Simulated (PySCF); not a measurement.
# MoOH: structure of the doublet

Where does doublet MoOH go from a bent start, is the end point a minimum, and what are its modes, charges and moments?

Program: PySCF 2.14.0. Level of theory: PBE0, basis Mo def2-TZVP with ECP28, O def2-TZVP, H def2-TZVP, scalar-relativistic core potentials, no spin–orbit coupling, density fitting. These are calculated values, not measurements.

### 1 The system as given

3 atoms, charge 0, spin multiplicity 2.

Bond lengths: Mo1–O2 1.780 Å, Mo1–H3 1.700 Å. Angles: O2–Mo1–H3 110.0°.

Coordinates in bohr (charge 0 multiplicity 2):
```
Mo    0.0000    0.0000    0.0000
O    -2.7554    0.0000    1.9294
H     2.6316    0.0000    1.8427
```

### 2 First SCF at the start

The steps below are one call of a driver around PySCF. For each, scf.py gives the equivalent set-up of the SCF; relaxations use the driver's own optimiser. After this first run the driver tries any further starts and a stability analysis.

The input, scf.py:

```python
from pyscf import gto, scf, dft
mol = gto.M(atom='''
Mo     0.000000     0.000000     0.000000
O     -1.458100     0.000000     1.021000
H      1.392600     0.000000     0.975100''',
    basis={'Mo': 'def2-TZVP', 'O': 'def2-TZVP', 'H': 'def2-TZVP'},
    ecp={'Mo': 'def2-TZVP'},
    charge=0, spin=1)
mf = dft.UKS(mol, xc='PBE0')
mf.grids.atom_grid = (50, 194)
aux = {'Mo': 'def2-universal-JKFIT', 'O': 'def2-universal-JKFIT', 'H': 'def2-universal-JKFIT'}
mf = mf.density_fit(auxbasis=aux)
mf.conv_tol = 1e-08
mf.diis_space = 10
mf.max_cycle = 60
mf.init_guess = 'minao'
mf.verbose = 4
mf.kernel()
```

On the command line:

```sh
$ OMP_NUM_THREADS=2 python axn.py task.json out
```

Further steps of the session: Bent start, doublet: relaxation; Frequencies.

**Question.** What will these runs give? Wanted: minimum; geometry; wavenumbers; dipole moment; highest occupied, lowest empty level; polar-tensor charge of Mo1; zero-point energy; atomisation energy; ⟨S²⟩.

The runs gave:

```
                                          quantity                                      value
                                           minimum             broken-symmetry (Ms = 1/2), Cs
                                          geometry  Mo–H 1.740 Å, Mo–O 1.652 Å; H–Mo–O 118.0°
                                wavenumbers (cm⁻¹)             552 (a'), 1026 (a'), 1801 (a')
                                     dipole moment                                     3.16 D
highest occupied, lowest empty level (either spin)                            -5.56, -2.74 eV
                        polar-tensor charge of Mo1                                    +1.14 e
                                 zero-point energy                                20.2 kJ/mol
                               entropy at 298.15 K                            259.0 J/(mol K)
         atomisation energy (no zero-point energy)                                 722 kJ/mol
                                              ⟨S²⟩                                      1.616
```

**Reading.** The molecule stays Cs, as typed, and the end point is a minimum. The determinant is spin-contaminated (⟨S²⟩ = 1.62 against 0.75), so it is no pure spin state. The strongest infrared band lies at 1026 cm⁻¹ (a', stretch). The first SCF alone would have been 19 kJ/mol too high. Only this shape and spin were tried, so other structures or states may lie lower. One determinant may miss the lowest occupation of an open d or f shell.
